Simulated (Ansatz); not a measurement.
**SiH₃Br (built from SMILES [SiH3]Br): search for a transition state**

Wanted: the transition state of a 1,1-elimination (form Br2–H3 and break Si1–Br2, Si1–H3). The guess is relaxed with those distances held, a saddle search follows, and vibrations and two downhill relaxations check it.

Method: PBE0-D4, def2-SVP first, then def2-TZVP; program: Ansatz 0.2.0, Gaussian basis.

90 further runs of the same task are left out: 90 set aside as unsound or not needed.

## 1. The system as given

The guess: 5 atoms, charge 0, spin multiplicity 1.

Atoms are counted from 1 here; the program's logs count them from 0.

Bond lengths: Si1–H4 1.451 Å, Si1–H5 1.450 Å. Angles: H4–Si1–H5 115.6°.

As a file:

```xyz
5
charge 0, multiplicity 1
Si    0.2175    0.6091    0.1711
Br   -0.6645   -1.8375   -0.5520
H    -0.5743   -0.0203   -1.3908
H    -0.5892    0.9409    1.3312
H     1.6105    0.3077    0.4405
```

Distances that are to change: Br2–H3 2.00 Å, Si1–Br2 2.70 Å, Si1–H3 1.86 Å.

## 2. Constrained relaxation of the guess

Input file hold/in.yaml:

```yaml
crystal:
  periodic: [false, false, false]
  atoms:
    - {symbol: Si, position_ang: [0.217500, 0.609100, 0.171100]}
    - {symbol: Br, position_ang: [-0.664500, -1.837500, -0.552000]}
    - {symbol: H, position_ang: [-0.574300, -0.020300, -1.390800]}
    - {symbol: H, position_ang: [-0.589200, 0.940900, 1.331200]}
    - {symbol: H, position_ang: [1.610500, 0.307700, 0.440500]}
basis:
  gaussian: {orbitals: def2-SVP}
hamiltonian: {xc: pbe0, dispersion: d4}
relax: {f_tol: 0.08, max_steps: 120, escape_saddle: false, constraints: [{distance: [1, 2]}, {distance: [0, 1]}, {distance: [0, 2]}]}
```

The run is started by

```
$ ansatz run in.yaml --threads 2 --pin off --events-out ev --progress --plain --max-ram 4352MiB
```

Output, shortened:

```text
Functional definition: PBE0
  name "PBE0"
  cite "Adamo & Barone, J. Chem. Phys. 110, 6158 (1999) doi:10.1063/1.478522"
  cite "Perdew, Burke & Ernzerhof, Phys. Rev. Lett. 77, 3865 (1996) doi:10.1103/PhysRevLett.77.3865"
  parent pbe
[...]
666 factors; integrals over basis functions are off by at most 5.1e-4 eV
[...]
mean field -77948.16741665 eV, -2864.5423173962 hartree, gradient 1.5e-5 eV, S^2 0.000000; 0 other end points of the search recorded, 0 dependent functions left out
[...]
reference -77948.16743777 eV, -2864.5423181725 hartree; 26, 26 occupied and 39, 39 virtual orbitals, 666 factors
relax step   1: F+E_penalty+E_count = -77948.24112636 eV  Δ(F+E_penalty+E_count) = +0.000e0 eV  max|allowed force component| = 7.327e-1 eV/Å  Δτ_max = 0.0000 Å  (24 SCF iters, accepted)
[...]
relax step   2: F+E_penalty+E_count = -77948.27698012 eV  Δ(F+E_penalty+E_count) = -3.585e-2 eV  max|allowed force component| = 2.223e-1 eV/Å  Δτ_max = 0.0509 Å  (23 SCF iters, accepted)
[...]
relax step   3: F+E_penalty+E_count = -77948.28023825 eV  Δ(F+E_penalty+E_count) = -3.258e-3 eV  max|allowed force component| = 2.493e-2 eV/Å  Δτ_max = 0.0273 Å  (25 SCF iters, accepted)
  distance Br 1 - H 2 held at 2.003481 Å   reaction = -3.6761e-1 eV/Å
  distance Si 0 - Br 1 held at 2.699379 Å   reaction = +1.1158e0 eV/Å
  distance Si 0 - H 2 held at 1.860813 Å   reaction = +2.5866e0 eV/Å
666 factors; integrals over basis functions are off by at most 5.6e-4 eV
[...]
mean field -77948.20659325 eV, -2864.5437571097 hartree, gradient 1.4e-5 eV, S^2 0.000000; 1 other end points of the search recorded, 0 dependent functions left out
[...]
reference -77948.20661439 eV, -2864.5437578868 hartree; 26, 26 occupied and 39, 39 virtual orbitals, 666 factors
Total energy: -77948.28025939 eV, -2864.5464642907 hartree
Atom 0 at     0.216577     0.621238     0.132482 Å, force    -1.473420    -1.929938    -2.417964 eV/Å
Atom 1 at    -0.684056    -1.832185    -0.542964 Å, force     0.340705     0.686568     0.443819 eV/Å
Atom 2 at    -0.584043    -0.031376    -1.415331 Å, force     1.154834     1.237641     1.994488 eV/Å
Atom 3 at    -0.588978     0.917906     1.353423 Å, force     0.002812    -0.008858    -0.001289 eV/Å
Atom 4 at     1.640501     0.324317     0.472389 Å, force    -0.024931     0.014587    -0.019053 eV/Å
Dipole moment:     0.195150     0.523894     0.148497 e Å
```

Wall time 2.5 s (2 threads of Intel Xeon 6975P-C, shared host).

Step by step:

| step | energy from step 1 (eV) | largest force component (eV/Å) |
| --- | --- | --- |
| 1 | 0.0000 | 0.7327 |
| 2 | -0.0359 | 0.2223 |
| 3 | -0.0391 | 0.0249 |

Close pairs (by a distance rule), those that changed most:

| bond | before (Å) | after (Å) | change (Å) |
| --- | --- | --- | --- |
| Si1–H5 | 1.450 | 1.494 | +0.043 |
| Si1–H4 | 1.451 | 1.493 | +0.041 |

## 3. Force constants to start from

Input file hessian/in.yaml:

```yaml
crystal:
  periodic: [false, false, false]
  atoms:
    - {symbol: Si, position_ang: [0.216577, 0.621238, 0.132482]}
    - {symbol: Br, position_ang: [-0.684056, -1.832185, -0.542964]}
    - {symbol: H, position_ang: [-0.584043, -0.031376, -1.415331]}
    - {symbol: H, position_ang: [-0.588978, 0.917906, 1.353423]}
    - {symbol: H, position_ang: [1.640501, 0.324317, 0.472389]}
basis:
  gaussian: {orbitals: def2-SVP}
hamiltonian: {xc: pbe0, dispersion: d4}
phonons: {}
scf: {lower_state_search: off}
```

The run is started by

```
$ ansatz run in.yaml --threads 2 --pin off --events-out ev --progress --plain --max-ram 4352MiB
```

Output, shortened:

```text
[... 5 set-up lines as earlier in the session ...]
[...]
668 factors; integrals over basis functions are off by at most 3.1e-4 eV
[...]
mean field -77948.20658791 eV, -2864.5437569136 hartree, gradient 2.6e-6 eV, S^2 0.000000; 0 other end points of the search recorded, 0 dependent functions left out
[...]
reference -77948.20660885 eV, -2864.5437576830 hartree; 26, 26 occupied and 39, 39 virtual orbitals, 668 factors
[... from here to the last solve, the lines of the solves are left out (29 solves) ...]
668 factors; integrals over basis functions are off by at most 3.1e-4 eV
mean field -77948.20662638 eV, -2864.5437583273 hartree, gradient 6.5e-6 eV, S^2 0.000000; 0 other end points of the search recorded, 0 dependent functions left out
[...]
reference -77948.20664731 eV, -2864.5437590966 hartree; 26, 26 occupied and 39, 39 virtual orbitals, 668 factors
WARN: phonons: modes at or below zero, which the zero-point energy, F, S and C_V leave out: 1, the lowest at -930.90 cm⁻¹. A minimum has none, and a first-order saddle one
Total energy: -77948.28025384 eV, -2864.5464640868 hartree
Atom 0 at     0.216577     0.621238     0.132482 Å, force    -1.473406    -1.929911    -2.417983 eV/Å
Atom 1 at    -0.684056    -1.832185    -0.542964 Å, force     0.340725     0.686578     0.443841 eV/Å
Atom 2 at    -0.584043    -0.031376    -1.415331 Å, force     1.154817     1.237653     1.994494 eV/Å
Atom 3 at    -0.588978     0.917906     1.353423 Å, force     0.002822    -0.008886    -0.001313 eV/Å
Atom 4 at     1.640501     0.324317     0.472389 Å, force    -0.024958     0.014566    -0.019038 eV/Å
Dipole moment:     0.195152     0.523897     0.148497 e Å
Vibrations: -930.90 200.63 484.79 627.88 827.72 927.48 1045.18 2217.01 2259.39 cm⁻¹, zero-point energy 0.532517 eV
Checks for a lower state left out: stability, starts, cluster_reference, orbital_swaps, neighbouring_geometries, increment
```

Run time: 13 s. Hardware: 2 threads of Intel Xeon 6975P-C, shared host.

The structure is not stationary yet, so these wavenumbers are no spectrum; the search needs only the force constants.

## 4. Saddle search in the small basis

The search itself is an outer loop (partitioned rational-function steps, Bofill update of the Hessian). Each step is one single-point run with forces. It stops when the largest force is under 0.03 eV/Å and the followed curvature is negative. The first step's input:

Input file presaddle/in.yaml:

```yaml
crystal:
  periodic: [false, false, false]
  atoms:
    - {symbol: Si, position_ang: [0.216577, 0.621238, 0.132482]}
    - {symbol: Br, position_ang: [-0.684056, -1.832185, -0.542964]}
    - {symbol: H, position_ang: [-0.584043, -0.031376, -1.415331]}
    - {symbol: H, position_ang: [-0.588978, 0.917906, 1.353423]}
    - {symbol: H, position_ang: [1.640501, 0.324317, 0.472389]}
basis:
  gaussian: {orbitals: def2-SVP}
hamiltonian: {xc: pbe0, dispersion: d4}
output: {forces: true}
scf: {lower_state_search: off}
```

The run is started by

```
$ ansatz run in.yaml --threads 2 --pin off --events-out ev --progress --plain --max-ram 4352MiB
```

Step by step:

| step | energy (eV) | largest force (eV/Å) | followed curvature (eV/Å²) |
| --- | --- | --- | --- |
| 1 | -77948.28025 | 2.4180 | -8.11 |
| 2 | -77948.36384 | 1.3293 | -8.61 |
| 3 | -77948.28621 | 1.0318 | -6.42 |
| 4 | -77948.22893 | 0.7825 | -5.30 |
| 5 | -77948.23579 | 0.4266 | -0.58 |
| 6 | -77948.19276 | 0.6400 | -0.49 |
| 7 | -77948.17191 | 0.1959 | -0.77 |
| 8 | -77948.15567 | 0.2084 | -0.47 |
| 9 | -77948.13842 | 0.1543 | -0.37 |
| 10 | -77948.12088 | 0.1736 | -0.39 |
| 11 | -77948.11547 | 0.3524 | -0.68 |
| 12 | -77948.13458 | 0.2242 | -0.68 |
| 13 | -77948.16478 | 0.7957 | -0.73 |
| 14 | -77948.20326 | 0.8063 | -0.77 |
| 15 | -77948.21201 | 0.9551 | -0.08 |
| 16 | -77948.16001 | 0.8210 | 0.74 |
| 17 | -77948.14308 | 0.8564 | -2.04 |
| 18 | -77948.18466 | 0.2583 | -1.88 |
| 19 | -77948.18857 | 0.1528 | -0.95 |
| 20 | -77948.18728 | 0.1731 | -1.13 |
| 21 | -77948.18819 | 0.0302 | -0.68 |
| 22 | -77948.18827 | 0.0142 | -1.08 |

The 22 steps took 10 s in all (2 threads of Intel Xeon 6975P-C, shared host).

## 5. Saddle search in triple zeta

The search itself is an outer loop (partitioned rational-function steps, Bofill update of the Hessian). Each step is one single-point run with forces. It stops when the largest force is under 0.008 eV/Å and the followed curvature is negative. The first step's input:

Input file saddle/in.yaml:

```yaml
crystal:
  periodic: [false, false, false]
  atoms:
    - {symbol: Si, position_ang: [0.280347, 0.949720, 0.077392]}
    - {symbol: Br, position_ang: [-0.671513, -1.639094, -0.612159]}
    - {symbol: H, position_ang: [-0.712975, -0.473478, -1.477181]}
    - {symbol: H, position_ang: [-0.460703, 0.845993, 1.407269]}
    - {symbol: H, position_ang: [1.564844, 0.316760, 0.604678]}
basis:
  gaussian: {orbitals: def2-TZVP}
hamiltonian: {xc: pbe0, dispersion: d4}
output: {forces: true}
scf: {lower_state_search: off}
```

The run is started by

```
$ ansatz run in.yaml --threads 2 --pin off --events-out ev --progress --plain --max-ram 4352MiB
```

The driver's record:

| step | energy (eV) | largest force (eV/Å) | followed curvature (eV/Å²) |
| --- | --- | --- | --- |
| 1 | -77959.46588 | 0.1136 | -1.08 |
| 2 | -77959.46876 | 0.0469 | -1.08 |
| 3 | -77959.46896 | 0.0106 | -1.27 |
| 4 | -77959.46897 | 0.0016 | -1.20 |

The 4 steps took 2.9 s in all (2 threads of Intel Xeon 6975P-C, shared host).

Geometry at the end of the search:

```mol
BrH3Si
  3D, bonds by distance, orders not assigned

  5  3  0  0  0  0  0  0  0  0999 V2000
    0.2779    0.9427    0.0749 Si  0  0
   -0.6531   -1.6095   -0.5875 Br  0  0
   -0.7134   -0.4684   -1.4791 H   0  0
   -0.4632    0.8310    1.3947 H   0  0
    1.5518    0.3040    0.5970 H   0  0
  1  4  8  0
  1  5  8  0
  2  3  8  0
M  END
```

Followed mode, largest move set to 1: H3 (-0.48, -0.51, -0.71); Br2 (0.15, 0.32, 0.08); Si1 (0.14, 0.13, 0.20); H5 (0.08, 0.03, 0.26).

## 6. Vibrations at the point found

Input file vib/in.yaml:

```yaml
crystal:
  periodic: [false, false, false]
  atoms:
    - {symbol: Si, position_ang: [0.277913, 0.942695, 0.074919]}
    - {symbol: Br, position_ang: [-0.653114, -1.609469, -0.587479]}
    - {symbol: H, position_ang: [-0.713436, -0.468372, -1.479130]}
    - {symbol: H, position_ang: [-0.463175, 0.831012, 1.394713]}
    - {symbol: H, position_ang: [1.551812, 0.304034, 0.596977]}
basis:
  gaussian: {orbitals: def2-TZVP}
hamiltonian: {xc: pbe0, dispersion: d4}
phonons: {temperatures: {t_min: 298.15, t_max: 900, t_step: 200}}
```

The run is started by

```
$ ansatz run in.yaml --threads 2 --pin off --events-out ev --progress --plain --max-ram 4352MiB
```

Output, shortened:

```text
[... 5 set-up lines as earlier in the session ...]
[...]
813 factors; their error is unknown
[...]
mean field -77959.39445889 eV, -2864.9549035887 hartree, gradient 1.4e-5 eV, S^2 0.000000; 0 other end points of the search recorded, 0 dependent functions left out
[...]
reference -77959.39448433 eV, -2864.9549045236 hartree; 26, 26 occupied and 77, 77 virtual orbitals, 813 factors
[... from here to the last solve, the lines of the solves are left out (29 solves) ...]
813 factors; their error is unknown
[...]
mean field -77959.39445051 eV, -2864.9549032806 hartree, gradient 1.6e-6 eV, S^2 0.000000; 0 other end points of the search recorded, 0 dependent functions left out
[...]
reference -77959.39447595 eV, -2864.9549042156 hartree; 26, 26 occupied and 77, 77 virtual orbitals, 813 factors
WARN: phonons: modes at or below zero, which the zero-point energy, F, S and C_V leave out: 1, the lowest at -519.68 cm⁻¹. A minimum has none, and a first-order saddle one
Total energy: -77959.46896833 eV, -2864.9576417602 hartree
Atom 0 at     0.277913     0.942695     0.074919 Å, force    -0.000856     0.001341     0.001625 eV/Å
Atom 1 at    -0.653114    -1.609469    -0.587479 Å, force    -0.000669     0.000115    -0.000252 eV/Å
Atom 2 at    -0.713436    -0.468372    -1.479130 Å, force     0.000913    -0.000808     0.000378 eV/Å
Atom 3 at    -0.463175     0.831012     1.394713 Å, force     0.000518    -0.000214    -0.001055 eV/Å
Atom 4 at     1.551812     0.304034     0.596977 Å, force     0.000094    -0.000434    -0.000696 eV/Å
Dipole moment:    -0.100762    -0.182678    -0.132365 e Å
Vibrations: -519.68 149.47 240.77 468.17 539.43 985.27 2070.11 2082.91 2385.98 cm⁻¹, zero-point energy 0.553100 eV
```

It took 20 s on 2 threads of Intel Xeon 6975P-C, shared host.

Wavenumbers and character of the modes:

| mode | wavenumber (cm⁻¹) | character |
| --- | --- | --- |
| 1 | 520i | changes Si1–H3 |
| 2 | 149 | not assigned (largely outside the bonds, angles and torsions drawn) |
| 3 | 241 | not assigned (largely outside the bonds, angles and torsions drawn) |
| 4 | 468 | not assigned (largely outside the bonds, angles and torsions drawn) |
| 5 | 539 | not assigned (largely outside the bonds, angles and torsions drawn) |
| 6 | 985 | bend |
| 7 | 2070 | Si–H stretch |
| 8 | 2083 | Si–H stretch |
| 9 | 2386 | Br–H stretch |

Vibrational sums (real modes only):

| T (K) | entropy (J/mol/K) | heat capacity (J/mol/K) |
| --- | --- | --- |
| 298 | 24.6 | 27.5 |
| 498 | 41.0 | 36.5 |
| 698 | 54.5 | 43.4 |
| 898 | 66.1 | 48.9 |

## 7. Relaxing after a step of 0.30 Å one way along the mode

Input file downa/in.yaml:

```yaml
crystal:
  periodic: [false, false, false]
  atoms:
    - {symbol: Si, position_ang: [0.321342, 0.982398, 0.134781]}
    - {symbol: Br, position_ang: [-0.607792, -1.513154, -0.563683]}
    - {symbol: H, position_ang: [-0.857856, -0.620694, -1.693468]}
    - {symbol: H, position_ang: [-0.430721, 0.837183, 1.448031]}
    - {symbol: H, position_ang: [1.575027, 0.314167, 0.674339]}
basis:
  gaussian: {orbitals: def2-TZVP}
hamiltonian: {xc: pbe0, dispersion: d4}
relax: {f_tol: 0.005, max_steps: 200}
```

The run is started by

```
$ ansatz run in.yaml --threads 2 --pin off --events-out ev --progress --plain --max-ram 4352MiB
```

Output, shortened:

```text
[... 5 set-up lines as earlier in the session ...]
[...]
813 factors; their error is unknown
[...]
mean field -77959.44026793 eV, -2864.9565870398 hartree, gradient 1.4e-5 eV, S^2 0.000000; 0 other end points of the search recorded, 0 dependent functions left out
[...]
reference -77959.44029361 eV, -2864.9565879836 hartree; 26, 26 occupied and 77, 77 virtual orbitals, 813 factors
relax step   1: F+E_penalty+E_count = -77959.51426613 eV  Δ(F+E_penalty+E_count) = +0.000e0 eV  max|allowed force component| = 6.935e-1 eV/Å  Δτ_max = 0.0000 Å  (26 SCF iters, accepted)
[...]
813 factors; their error is unknown
mean field -77959.56916838 eV, -2864.9613240440 hartree, gradient 1.1e-5 eV, S^2 0.000000; 1 other end points of the search recorded, 0 dependent functions left out
[...]
reference -77959.56919377 eV, -2864.9613249771 hartree; 26, 26 occupied and 77, 77 virtual orbitals, 813 factors
Total energy: -77959.64293562 eV, -2864.9640349399 hartree
Atom 0 at     0.375586     1.076258     0.222534 Å, force    -0.000428     0.000728    -0.000600 eV/Å
Atom 1 at    -0.549776    -1.253241    -0.559354 Å, force    -0.000035    -0.000499     0.001597 eV/Å
Atom 2 at    -0.986041    -0.893950    -1.869356 Å, force     0.000033     0.000405    -0.001464 eV/Å
Atom 3 at    -0.413645     0.799751     1.496251 Å, force    -0.000494    -0.000129     0.000652 eV/Å
Atom 4 at     1.573876     0.271083     0.709925 Å, force     0.000925    -0.000504    -0.000185 eV/Å
Dipole moment:    -0.247721    -0.406433    -0.349232 e Å
```

Run time: 8 s. Hardware: 2 threads of Intel Xeon 6975P-C, shared host.

Along the way:

| step | energy from step 1 (eV) | largest force component (eV/Å) |
| --- | --- | --- |
| 1 | 0.0000 | 0.6935 |
| 2 | -0.0576 | 0.5135 |
| 3 | -0.0968 | 0.5887 |
| 4 | -0.1230 | 0.3058 |
| 5 | -0.1269 | 0.1562 |
| 6 | -0.1284 | 0.0254 |
| 7 | -0.1286 | 0.0114 |
| 8 | -0.1286 | 0.0016 |

Close pairs (by a distance rule), those that changed most:

| bond | before (Å) | after (Å) | change (Å) |
| --- | --- | --- | --- |
| Br2–H3 | 1.461 | 1.427 | -0.035 |
| Si1–H5 | 1.520 | 1.524 | +0.004 |
| Si1–H4 | 1.520 | 1.524 | +0.003 |

## 8. Relaxing after a step of 0.30 Å the other way along the mode

Input file downb/in.yaml:

```yaml
crystal:
  periodic: [false, false, false]
  atoms:
    - {symbol: Si, position_ang: [0.234484, 0.902993, 0.015057]}
    - {symbol: Br, position_ang: [-0.698435, -1.705785, -0.611274]}
    - {symbol: H, position_ang: [-0.569016, -0.316050, -1.264792]}
    - {symbol: H, position_ang: [-0.495630, 0.824840, 1.341395]}
    - {symbol: H, position_ang: [1.528597, 0.293902, 0.519615]}
basis:
  gaussian: {orbitals: def2-TZVP}
hamiltonian: {xc: pbe0, dispersion: d4}
relax: {f_tol: 0.005, max_steps: 200}
```

The run is started by

```
$ ansatz run in.yaml --threads 2 --pin off --events-out ev --progress --plain --max-ram 4352MiB
```

Output, shortened:

```text
[... 5 set-up lines as earlier in the session ...]
[...]
813 factors; their error is unknown
[...]
mean field -77959.46130277 eV, -2864.9573600561 hartree, gradient 1.4e-5 eV, S^2 0.000000; 0 other end points of the search recorded, 0 dependent functions left out
[...]
reference -77959.46132824 eV, -2864.9573609919 hartree; 26, 26 occupied and 77, 77 virtual orbitals, 813 factors
relax step   1: F+E_penalty+E_count = -77959.53519824 eV  Δ(F+E_penalty+E_count) = +0.000e0 eV  max|allowed force component| = 5.466e-1 eV/Å  Δτ_max = 0.0000 Å  (26 SCF iters, accepted)
[...]
813 factors; their error is unknown
mean field -77962.57027920 eV, -2865.0716128324 hartree, gradient 2.3e-5 eV, S^2 0.000000; 1 other end points of the search recorded, 0 dependent functions left out
[...]
reference -77962.57030562 eV, -2865.0716138033 hartree; 26, 26 occupied and 77, 77 virtual orbitals, 813 factors
Total energy: -77962.63701315 eV, -2865.0740652599 hartree
Atom 0 at     0.041862     0.158001     0.003045 Å, force     0.000228     0.001546    -0.000496 eV/Å
Atom 1 at    -0.526445    -1.986876    -0.038343 Å, force    -0.000015    -0.000159     0.000117 eV/Å
Atom 2 at    -0.323160     0.763184    -1.298093 Å, force     0.000863    -0.000726     0.002727 eV/Å
Atom 3 at    -0.694826     0.815430     1.106403 Å, force     0.000848    -0.000702    -0.001763 eV/Å
Atom 4 at     1.502569     0.250161     0.226989 Å, force    -0.001925     0.000042    -0.000585 eV/Å
Dipole moment:     0.069208     0.261231     0.005033 e Å
```

Run time: 11 s. Hardware: 2 threads of Intel Xeon 6975P-C, shared host.

Relaxation path:

| step | energy from step 1 (eV) | largest force component (eV/Å) |
| --- | --- | --- |
| 1 | 0.0000 | 0.5466 |
| 2 | -0.0558 | 0.7725 |
| 3 | -0.0832 | 1.5583 |
| 4 | -0.2101 | 1.4349 |
| 5 | -0.4545 | 1.8300 |
| 6 | -1.1882 | 2.6181 |
| 7 | -2.0962 | 2.4950 |
| 8 | -2.7047 | 2.1799 |
| 9 | -3.0614 | 0.4842 |
| 10 | -3.1007 | 0.0864 |
| 11 | -3.1018 | 0.0109 |
| 12 | -3.1018 | 0.0027 |

Close pairs (by a distance rule), those that changed most:

| bond | before (Å) | after (Å) | change (Å) |
| --- | --- | --- | --- |
| Br2–H3 | 1.541 | 3.032 | +1.491 |
| Si1–Br2 | 2.840 | 2.219 | -0.621 |
| Si1–H3 | 1.942 | 1.481 | -0.461 |
| Si1–H5 | 1.517 | 1.481 | -0.036 |
| Si1–H4 | 1.516 | 1.481 | -0.035 |

## 9. The three structures

| pair | start side (Å) | saddle (Å) | end side (Å) |
| --- | --- | --- | --- |
| Br2–H3 | 3.032 | 1.449 | 1.427 |
| Si1–Br2 | 2.219 | 2.796 | 2.626 |
| Si1–H3 | 1.481 | 2.321 | 3.180 |

## 10. Outcome

```
                       quantity                                           value
                 imaginary mode                                       520i cm⁻¹
    barrier from the start side                                    305.7 kJ/mol
      barrier from the end side                                     16.8 kJ/mol
             energy of the step                                   +288.9 kJ/mol
              pairs that change  Br2–H3 formed, Si1–Br2 loosened, Si1–H3 broken
zero-point energy at the saddle                                        0.553 eV
```

The point has a single imaginary mode (520i cm⁻¹), as a transition state must. Going downhill both ways gives the intended start and end. A bond meant to break is only loosened at the end: the products stay bound as an adduct. At PBE0-D4/def2-TZVP the electronic barrier is 305.7 kJ/mol, about 123 kT at 298 K, and the step runs 288.9 kJ/mol uphill. Lower complexes than these ends may exist.
